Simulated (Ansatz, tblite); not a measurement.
**[TcOF4]-: one state, many levels**

How do method and basis change the picture of [TcOF4]- (singlet)?

Method: as each input shows; program: Ansatz 0.2.0, Gaussian basis.

Plan: GFN1-xTB, GFN2-xTB, PBE-D4/def2-TZVPD, r2SCAN-D4/def2-TZVPD, revPBE-D4/def2-TZVPD, LC-ωPBE/def2-TZVPD, r2SCANh-D4/def2-TZVPD, ωB97M-V/def2-TZVPD, BHLYP-D4/def2-TZVPD, PBE-D4/def2-SVPD, PBE0-D4/def2-SVPD, CCSD(T)/def2-SVPD, MP2/def2-TZVPD, RPA/def2-TZVPD.

2 further runs of the same task are left out: 2 set aside as unsound or not needed. Runs told in other sessions of the task aren't counted.

### 1 The relaxed structure

The geometry is that of the singlet, from an earlier relaxation (PBE0-D4/def2-SVPD).

6 atoms, charge -1, spin multiplicity 1.

Bond lengths: Tc1–O2 1.624 Å, Tc1–F3 1.907 Å, Tc1–F4 1.907 Å, Tc1–F5 1.907 Å, Tc1–F6 1.907 Å. Angles: O2–Tc1–F3 110.3°, O2–Tc1–F4 110.3°, O2–Tc1–F5 110.3°, O2–Tc1–F6 110.3°, F3–Tc1–F4 83.1°, F3–Tc1–F5 139.3°, F3–Tc1–F6 83.1°, F4–Tc1–F5 83.1°, F4–Tc1–F6 139.4°, F5–Tc1–F6 83.1°.

Formally the metal is d2. Tc takes a core potential in the def2 sets. No spin-orbit coupling is included. The ion is computed in the gas phase, without counter-ions or solvent.

PBE0-D4/def2-TZVPD was run before; its log isn't repeated, and its numbers join the tables.

### 2 GFN1-xTB

Tight binding, by tblite at 300 K electronic temperature and without a spin-polarisation term:

```python
tblite.interface.Calculator('GFN1-xTB', numbers, positions, charge=-1, uhf=0).singlepoint()
```

Energy -761.3482 eV, HOMO -7.60 eV, LUMO -5.70 eV; 0.004 s.

### 3 GFN2-xTB

Tight binding, by tblite at 300 K electronic temperature and without a spin-polarisation term:

```python
tblite.interface.Calculator('GFN2-xTB', numbers, positions, charge=-1, uhf=0).singlepoint()
```

Energy -712.6075 eV, HOMO -6.20 eV, LUMO -4.19 eV; 0.003 s.

### 4 PBE-D4/def2-TZVPD

start.molden holds the orbitals of an earlier run on this state, given as this run's starting guess.

in.yaml

```yaml
crystal:
  periodic: [false, false, false]
  atoms:
    - {symbol: Tc, position_ang: [0.000350, -0.000671, 0.170546]}
    - {symbol: O, position_ang: [0.003675, -0.007064, 1.794769]}
    - {symbol: F, position_ang: [1.786812, 0.013592, -0.495859]}
    - {symbol: F, position_ang: [-0.012675, 1.790562, -0.483360]}
    - {symbol: F, position_ang: [-1.788856, -0.009729, -0.488567]}
    - {symbol: F, position_ang: [0.010694, -1.786690, -0.497529]}
basis:
  gaussian: {orbitals: def2-TZVPD, initial_orbitals: start.molden}
total_charge: -1
hamiltonian: {xc: pbe, dispersion: d4}
scf: {omitted_lower_state_checks: [starts]}
output: {orbitals: {seedname: orbitals}}
```

Run with:

```bash
> ansatz run in.yaml --threads 4 --pin off --events-out ev --progress --plain --max-ram 3916MiB
```

After this run come: r2SCAN-D4/def2-TZVPD; revPBE-D4/def2-TZVPD; LC-ωPBE/def2-TZVPD; r2SCANh-D4/def2-TZVPD; ωB97M-V/def2-TZVPD; BHLYP-D4/def2-TZVPD; PBE-D4/def2-SVPD; PBE0-D4/def2-SVPD; CCSD(T)/def2-SVPD; MP2/def2-TZVPD; RPA/def2-TZVPD.

Q: Predict the results of all the runs planned. Wanted: gap in def2-TZVPD, named functionals, smallest and largest; correlation energy, CCSD(T)/def2-SVPD; correlation energy, MP2/def2-TZVPD; PBE0 total energy, smallest basis above largest.

**Answer**, as computed:

| quantity | value |
| --- | --- |
| gap in def2-TZVPD, named functionals, smallest and largest | 1.14 eV (PBE-D4), 9.39 eV (LC-ωPBE) |
| correlation energy, CCSD(T)/def2-SVPD | -40.05 eV |
| correlation energy, MP2/def2-TZVPD | -49.22 eV |
| PBE0 total energy, smallest basis above largest | 15.56 eV (def2-SVPD, def2-TZVPD) |

**Reading.** Over the named functionals in def2-TZVPD the gap runs from 1.14 eV (PBE-D4) to 9.39 eV (LC-ωPBE); exact exchange widens it. PBE-D4, revPBE-D4, r2SCAN-D4 put the HOMO above zero; others here keep it below zero, so the sign hangs on the functional's self-interaction and doesn't show that the species is unbound. Notes on CCSD(T)/def2-SVPD and its Hartree-Fock reference, which MP2 shares: restricted state is unstable towards broken spin symmetry.
